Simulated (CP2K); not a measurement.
# Two attempts at AlSiNH6Te (SMILES [NH2][AlH][SiH2][TeH])

Aim: energy and gradient of AlSiNH6Te at IPEA1-xTB.

Program for the calculation: CP2K 2026.2.

3 further runs of the same task are left out: 3 set aside as unsound or not needed.

## 1. Starting point

The species is AlSiNH6Te (10 atoms), meant as a singlet with charge 0. SMILES: `[NH2][AlH][SiH2][TeH]`. Geometry: a GFN2-xTB relaxation, a rough one for these elements and not checked as a minimum. This is one conformer, not always the lowest.

Bond lengths: N1–Al2 1.779 Å, Al2–Si3 2.407 Å, Si3–Te4 2.512 Å, N1–H5 1.017 Å, N1–H6 1.015 Å, Al2–H7 1.560 Å, Si3–H8 1.478 Å, Si3–H9 1.478 Å, Te4–H10 1.658 Å. Some angles: N1–Al2–Si3 130.1°, Al2–Si3–Te4 101.3°, N1–Al2–H7 112.3°, Si3–Al2–H7 117.6°, Al2–N1–H5 120.8°, Al2–N1–H6 132.1°, Al2–Si3–H8 120.1°, Al2–Si3–H9 120.7°, Te4–Si3–H8 105.9°, Te4–Si3–H9 106.0°.

## 2. The input as first written

Input file molecule.xyz:

```xyz
10

N     -1.942130     1.068580    -0.901120
Al    -0.330310     0.662190    -0.268140
Si     0.526020    -1.425770     0.568900
Te     2.913420    -0.816770     1.059100
H     -2.169980     2.021330    -1.172650
H     -2.770390     0.505180    -1.065470
H      0.635150     1.887500    -0.279880
H      0.583110    -2.611090    -0.312380
H     -0.007250    -2.014970     1.815360
H      2.562370     0.723810     0.556290
```

Input file calc.inp:

```
&GLOBAL
    PROJECT calc
    RUN_TYPE FREQ
    PRINT_LEVEL MEDIUM
&END GLOBAL
&FORCE_EVAL
    METHOD QS
    &DFT
        &QS
            METHOD XTB
            EPS_DEFAULT 1.0E-10
            &XTB
                GFN_TYPE TBLITE
                &TBLITE
                    METHOD IPEA1
                &END TBLITE
                CHECK_ATOMIC_CHARGES F
            &END XTB
        &END QS
        &POISSON
            PERIODIC NONE
            POISSON_SOLVER ANALYTIC
        &END POISSON
        ! self-consistent field
        &SCF
            SCF_GUESS ATOMIC
            EPS_SCF 1.0E-07
            MAX_SCF 150
            ADDED_MOS 8
            &DIAGONALIZATION
                ALGORITHM STANDARD
            &END DIAGONALIZATION
            &MIXING
                METHOD DIRECT_P_MIXING
                ALPHA 0.4
            &END MIXING
            &SMEAR ON
                METHOD FERMI_DIRAC
                ELECTRONIC_TEMPERATURE [K] 300
            &END SMEAR
        &END SCF
        ! extra output
        &PRINT
            &MOMENTS
                PERIODIC F
                REFERENCE COM
                MAX_MOMENT 1
            &END MOMENTS
            &MO ON
                ENERGIES T
                OCCUPATION_NUMBERS T
                NDIGITS 6
                &EACH
                    QS_SCF 0
                &END EACH
                ADD_LAST NUMERIC
            &END MO
            &HIRSHFELD OFF
            &END HIRSHFELD
        &END PRINT
    &END DFT
    &SUBSYS
        ! box in angstrom
        &CELL
            ABC 17.7 16.6 15
            PERIODIC NONE
        &END CELL
        &TOPOLOGY
            COORD_FILE_NAME molecule.xyz
            COORD_FILE_FORMAT XYZ
            &CENTER_COORDINATES
            &END CENTER_COORDINATES
        &END TOPOLOGY
    &END SUBSYS
    ! extra output
    &PRINT
        &FORCES ON
        &END FORCES
    &END PRINT
&END FORCE_EVAL
```

Command:

```console
$ OMP_NUM_THREADS=1 cp2k.psmp -i calc.inp > calc.out 2>&1
```

The program printed:

```text
*******************************************************************************
 *   ___                                                                       *
 *  /   \                                                                      *
 * [ABORT]                                                                     *
 *  \___/                   invalid value for enumeration:FREQ                 *
 *    |                                                                        *
 *  O/|                                                                        *
 * /| |                                                                        *
 * / \                                     input/input_enumeration_types.F:215 *
 *******************************************************************************

 ===== Routine Calling Stack =====

            4 val_create_parsing
            3 section_vals_parse
            2 section_vals_parse
            1 read_input

Program received signal SIGABRT: Process abort signal.

Backtrace for this error:
#0  0x54e7dda9f957 in ???
#1  0x54e7fe354cac in __pthread_kill_implementation
#2  0x54e7fe2fbfb7 in raise
#3  0x54e7fe2e5d37 in abort
#4  0x54e7de172d83 in ???
#5  0x54e7de174297 in ???
#6  0x54e7de174497 in ???
#7  0x54e7de2d226f in ???
#8  0x54e7de2e183b in ???
#9  0x54e7de2e367b in ???
#10  0x54e7de2e38f7 in ???
#11  0x54e7ddbb9807 in ???
#12  0x54e7de424e8b in ???
#13  0x54e7de429d0b in ???
#14  0x54e7ddb40db3 in ???
#15  0x54e7ddb3ef13 in ???
#16  0x54e7fe2e6573 in __libc_start_call_main
#17  0x54e7fe2e6657 in __libc_start_main_impl
#18  0x54e7ddb3f06f in ???
#19  0xffffffffffffffff in ???
```

Run time: 0.34 s. Hardware: 1 thread of Arm Neoverse N1, shared host; peak memory 0.13 GiB.

## 3. Diagnosis

The input was rejected.

The telling line is `\___/                   invalid value for enumeration:FREQ`. Cause: unknown run type.

## 4. Try two

molecule.xyz is that of step 2.

Input file job.inp:

```
&FORCE_EVAL
    METHOD Quickstep
    &DFT
        &QS
            METHOD XTB
            EPS_DEFAULT 1.0E-10
            &XTB
                GFN_TYPE TBLITE
                &TBLITE
                    METHOD IPEA1
                &END TBLITE
                CHECK_ATOMIC_CHARGES F
            &END XTB
        &END QS
        &POISSON
            PERIODIC NONE
            POISSON_SOLVER ANALYTIC
        &END POISSON
        &SCF
            SCF_GUESS ATOMIC
            EPS_SCF 1.0E-07
            MAX_SCF 150
            ADDED_MOS 8
            &DIAGONALIZATION
                ALGORITHM STANDARD
            &END DIAGONALIZATION
            &MIXING
                METHOD DIRECT_P_MIXING
                ALPHA 0.4
            &END MIXING
            &SMEAR ON
                METHOD FERMI_DIRAC
                ELECTRONIC_TEMPERATURE [K] 300
            &END SMEAR
        &END SCF
        &PRINT
            &MOMENTS
                PERIODIC F
                REFERENCE COM
                MAX_MOMENT 1
            &END MOMENTS
            &MO ON
                ENERGIES T
                OCCUPATION_NUMBERS T
                NDIGITS 6
                &EACH
                    QS_SCF 0
                &END EACH
                ADD_LAST NUMERIC
            &END MO
            &HIRSHFELD OFF
            &END HIRSHFELD
        &END PRINT
    &END DFT
    &SUBSYS
        &CELL
            ABC 17.7 16.6 15
            PERIODIC NONE
        &END CELL
        &TOPOLOGY
            COORD_FILE_NAME molecule.xyz
            COORD_FILE_FORMAT XYZ
            &CENTER_COORDINATES
            &END CENTER_COORDINATES
        &END TOPOLOGY
    &END SUBSYS
    &PRINT
        &FORCES ON
        &END FORCES
    &END PRINT
&END FORCE_EVAL

&GLOBAL
    PROJECT job
    RUN_TYPE ENERGY_FORCE
    PRINT_LEVEL MEDIUM
&END GLOBAL
```

Command:

```console
$ OMP_NUM_THREADS=1 cp2k.psmp -i job.inp -o job.out
```

The program printed:

```text
CP2K| version string:                                       CP2K version 2026.2
[...]
 GLOBAL| Method name                                                        CP2K
[...]
 GLOBAL| Run type                                                   ENERGY_FORCE
[...]
                             - Atoms:                                         10
[...]
                             - Spherical basis functions:                     44
[...]
 Number of electrons:                                                         24
[...]
  *** SCF run converged in    18 steps ***
[...]
  Fermi energy:                                                -0.26960089412761
[...]
 TB_DIPOLE| Moment [Debye]         -0.35133239       0.20061039      -0.18266395
 TB_DIPOLE| Derivative [a.u.]       0.00000000       0.00000000       0.00000000
[...]
 ENERGY| Total FORCE_EVAL ( QS ) energy [hartree]            -14.153303229004935
 FORCES| Atomic forces [hartree/bohr]
 FORCES|   Atom     x               y               z               |f|
 FORCES|      1  1.30261974E-02 -4.13576697E-03  5.22416821E-03   1.46314155E-02
 FORCES|      2  1.96960185E-02 -1.04944921E-02  9.44807912E-03   2.42349687E-02
 FORCES|      3  6.57219992E-03  5.36123861E-03 -1.75735113E-04   8.48337045E-03
 FORCES|      4 -1.95549110E-02  1.13241390E-02 -8.34601720E-03   2.40891401E-02
 FORCES|      5 -8.46161108E-03  7.97106206E-03 -4.97131728E-03   1.26432072E-02
 FORCES|      6 -9.62241272E-03 -2.13804708E-03 -2.37498456E-03   1.01391629E-02
 FORCES|      7 -7.91996029E-03 -5.54501287E-03 -8.68852153E-04   9.70710269E-03
 FORCES|      8 -2.04954011E-03  8.70608746E-03  7.82253027E-03   1.18822790E-02
 FORCES|      9  3.00376537E-03  3.65307256E-03 -1.10908438E-02   1.20571291E-02
 FORCES|     10  5.31025400E-03 -1.47022807E-02  5.33297251E-03   1.65165508E-02
 FORCES| Sum     1.58727198E-16  1.73472348E-17 -1.90819582E-17
 FORCES| Total atomic force                                       1.60808492E-16
[...]
```

Run time: 0.46 s. Hardware: 1 thread of Arm Neoverse N1, shared host; peak memory 0.14 GiB.

## 5. Results

At IPEA1-xTB:

| quantity | value |
| --- | --- |
| total energy | -14.15330 Eh |
| dipole moment (from atomic charges alone) | 0.44 D |
| HOMO energy | -10.80 eV |
| LUMO energy | -6.44 eV |
| HOMO–LUMO gap | 4.36 eV |
| largest force on an atom | 1.246 eV/Å |

**Reading.** The dipole comes from point charges on the atoms alone, without atomic dipoles, so it is partial. The largest force is 1.25 eV/Å: the shape isn't a stationary point for this species at this level.
